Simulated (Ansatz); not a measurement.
LaPd3, space group Pm-3m, a scan of one input key

Computed with Ansatz's Python interface.

Input file `lapd3.extxyz`:
```text
4
Lattice="4.228 0.0 0.0 0.0 4.228 0.0 0.0 0.0 4.228" Properties=species:S:1:pos:R:3 pbc="T T T"
La    0.00000000    0.00000000    0.00000000
Pd    0.00000000    2.11400000    2.11400000
Pd    2.11400000    0.00000000    2.11400000
Pd    2.11400000    2.11400000    0.00000000
```

The script, `lapd3_edit.py`:
```python
"""Editing single keys of the input for LaPd3."""

import warnings

import ansatz as az

warnings.simplefilter("ignore", az.DeckWarning)

cell = az.Crystal.from_extxyz("lapd3.extxyz")

job = (
    cell.calculation()
    .functional("pbesol")
    .pseudopotentials("paw")
    .basis(16 * az.Ha, xc_grid=3)
    .kpoints(7, shift=0.5)
    .occupations("fermi_dirac", width=0.01)
    .band_table()
)
typed = job.input()
rows = []
for value in [0.1, 0.3, 0.6]:
    edited = typed.set(az.key.scf.mixing.beta, value)
    r = az.Session.from_dict(edited).plan().execute().report
    rows.append((value, r["free_energy_ev"], r["n_iterations"], len(r["eigenvalues_ev"][0]) if "eigenvalues_ev" in r else 0))
lines = [",".join(["beta", "F eV", "iterations", "bands listed"])] + [",".join(f"{v:.4f}" if isinstance(v, float) else str(v) for v in row) for row in rows]
print("\n".join(lines))
with open("edit.csv", "w") as handle:
    handle.write("\n".join(lines) + "\n")
```

Running `python lapd3_edit.py` prints:
```text
beta,F eV,iterations,bands listed
0.1000,-26884.2847,7,38
0.3000,-26884.2847,6,38
0.6000,-26884.2847,6,38
```

These settings explore the input space; cutoff and mesh may be short of convergence. The run is spin-unpolarised. For a metal this k-point mesh is coarse: on a finer one energies can move by several to tens of meV an atom and pressures by half a GPa or more, differences at one mesh by less. The starting cell is as deposited in a crystallographic database; the results hold for this polymorph, which needn't be the stable one. It ran for 9.4 s on 1 thread of Intel(R) Xeon(R) Platinum 8488C (Sapphire Rapids) (shared host), peak memory 0.47 GiB.
